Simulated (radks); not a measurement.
# Cd⁴⁺ in [Kr] 4d8: an all-electron calculation

The task here is to estimate one member of a computed series from the others.

The numbers are computed with radks (a radial shooting solver on a logarithmic mesh, Libxc functionals) version 1 (Dirac Kohn-Sham, BLYP, spin-unpolarised, spherical densities, finite nucleus; open shells are shared between the two j in proportion to 2j + 1), except any that are marked as measured or tabulated.

## The system

```
element            : cadmium (Z = 48)
charge             : +4
electrons          : 44
configuration      : [Kr] 4d8
nuclear rms radius : 4.6087 fm
```

The outer shells:

Cd⁴⁺
```
[Kr] core
4d [↑↓][↑↓][↑↓][↑ ][↑ ]
```

Set-up of the first run:

The run's settings:

```text
Z 48
configuration [Kr] 4d8 5s0 5p0
relativity Dirac
functional b88,lyp
spin unpolarised
j_filling average
nucleus finite rms 4.6087 fm
c 137.035999084
```

Started as:

```console
$ python run_ks.py task.json out
```

The same process makes all the runs of this session.

One table of the session follows, with a row left open; its other results are not shown here.

It belongs to the step «Radial structure». Sizes of the orbitals, from the radial functions (bohr):

```
level      <r>  outermost maximum (interpolated)  90 % within  nodes
1s1/2  0.03040                            0.0197       0.0546      0
2s1/2   0.1313                             0.111        0.203      1
2p1/2   0.1112                            0.0860        0.182      0
2p3/2   0.1164                            0.0903        0.189      0
3s1/2   0.3581                             0.324        0.528      2
3p1/2        ?                                 ?            ?      ?
3p3/2   0.3604                             0.320        0.542      1
3d3/2   0.3325                             0.264        0.526      0
3d5/2   0.3361                             0.267        0.531      0
4s1/2   0.8706                             0.793         1.26      3
4p1/2   0.9237                             0.824         1.36      2
4p3/2   0.9521                             0.848         1.40      2
4d3/2    1.148                             0.950         1.76      1
4d5/2    1.160                             0.959         1.78      1
5s1/2    2.141                              1.95         3.05      4
5p1/2    2.404                              2.19         3.43      3
5p3/2    2.460                              2.25         3.51      3
```

Q: Estimate the row for 3p1/2 from the others.

The run gave: <r>: 0.3494; outermost maximum (interpolated): 0.310; 90 % within: 0.527; nodes: 1. In the column «<r>» it lies between 3d5/2 (0.3361) and 3s1/2 (0.3581).

Limits of these values: Spin polarisation and multiplet splitting are left out.
